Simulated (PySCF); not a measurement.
# [Ce(OH)4]−: other functionals and bases at one geometry

Aim: see how levels, charges and forces of [Ce(OH)4]− depend on the level of theory. The structure is generated, not taken from experiment.

Computed with PySCF 2.14.0. Level: several levels, as the steps say, no spin–orbit coupling.

1 further run of the same task is left out (for a known fault of the program).

## (1) Starting geometry

9 atoms, charge -1, spin multiplicity 1.

Bond lengths: Ce1–O2 2.223 Å, Ce1–O4 2.223 Å, Ce1–O6 2.223 Å, Ce1–O8 2.223 Å, O2–H3 0.955 Å, O4–H5 0.955 Å, O6–H7 0.955 Å, O8–H9 0.955 Å. Angles: O2–Ce1–O4 109.6°, O2–Ce1–O6 109.4°, O2–Ce1–O8 109.4°, O4–Ce1–O6 109.4°, O4–Ce1–O8 109.4°, O6–Ce1–O8 109.6°, Ce1–O2–H3 176.9°, Ce1–O4–H5 176.9°, Ce1–O6–H7 176.9°, Ce1–O8–H9 176.9°.

Coordinates:

```xyz
9
charge -1, multiplicity 1
Ce    0.0000    0.0000    0.0000
O     1.4115    1.1428    1.2820
H     1.9856    1.6744    1.8297
O    -1.4115   -1.1428    1.2820
H    -1.9856   -1.6744    1.8297
O     1.1428   -1.4115   -1.2820
H     1.6744   -1.9856   -1.8297
O    -1.1428    1.4115   -1.2820
H    -1.6744    1.9856   -1.8297
```

Formal oxidation states: Ce +3. Each metal's 1 4f electrons lie in its core potential, so multiplicities, spins and levels count the valence alone. An earlier session relaxed this geometry at PBE0, Ce lcecp-1-SVP with ECP47, O def2-SVP, H def2-SVP (singlet, point group D2).

At PBE0 on the finer grid: E = -335.232010 Eh, HOMO -2.39 eV, LUMO 3.76 eV, Mulliken charge on Ce1 +0.92 e, largest force component 0.010 eV/Å. 

Levels to run: BLYP; revPBE. Hardware: 2 threads of AMD EPYC 7R43 (Zen 3), shared host.

## (2) BLYP

Input file run.py (the lines that set the calculation):

```python
mol = gto.M(atom='''
Ce     0.00000     0.00000     0.00000
O      1.41152     1.14282     1.28202
H      1.98558     1.67443     1.82975
O     -1.41152    -1.14282     1.28202
H     -1.98558    -1.67443     1.82975
O      1.14282    -1.41152    -1.28202
H      1.67443    -1.98558    -1.82975
O     -1.14282     1.41152    -1.28202
H     -1.67443     1.98558    -1.82975''',
    basis={'Ce': 'lcecp-1-SVP', 'O': 'def2-SVP', 'H': 'def2-SVP'},
    ecp={'Ce': 'lcecp-1-SVP'},
    charge=-1, spin=0)
mf = dft.RKS(mol, xc='BLYP')
mf.grids.atom_grid = (75, 302)  # f atoms: unpruned, at least (60, 302)
mf = mf.density_fit()  # fitting sets: Ce AutoAux, O def2-universal-JKFIT, H def2-universal-JKFIT
mf.conv_tol = 1e-08; mf.max_cycle = 55
mf.kernel(dm0)  # dm0: the density of the relaxed state
```

On the command line:

```sh
$ OMP_NUM_THREADS=2 python run.py
```

## (3) revPBE

run.py (the lines that set the calculation), as its differences from that of step 2:

```diff
@@ -13,3 +13,3 @@
     charge=-1, spin=0)
-mf = dft.RKS(mol, xc='BLYP')
+mf = dft.RKS(mol, xc='PBE_R,PBE')
 mf.grids.atom_grid = (75, 302)  # f atoms: unpruned, at least (60, 302)
```

What does the calculation give? Wanted: for each run, HOMO; gap; charge on Ce1; dipole; largest force.

The runs gave:

| level | state | HOMO (eV) | gap (eV) | charge on Ce1 (e) | dipole (D) | largest force (eV/Å) | basis functions | time |
| --- | --- | --- | --- | --- | --- | --- | --- | --- |
| PBE0 (relaxed here) | singlet | -2.39 | 6.15 | 0.92 | 0.00 | 0.01 | 109 | 30 s |
| BLYP | singlet | -0.62 | 3.81 | 0.59 | 0.00 | 0.45 | 109 | 16 s |
| revPBE | singlet | -0.67 | 3.90 | 0.67 | 0.00 | 0.38 | 109 | 17 s |

Times are on 2 threads of AMD EPYC 7R43 (Zen 3), shared host; the first row also made further properties. The dipole of a charged species depends on the origin, so these sizes hold for this origin alone.

In one basis the HOMO–LUMO gap runs from 3.81 eV (BLYP) to 6.15 eV (PBE0). The largest leftover force, 0.45 eV/Å with BLYP, stands at a geometry relaxed at another level. The Mulliken charge on Ce spans +0.59 to +0.92 e over the levels. With 4f in the core, its levels are missing from HOMO and gap. Total energies of different levels can't be compared. Spin–orbit coupling is left out throughout.
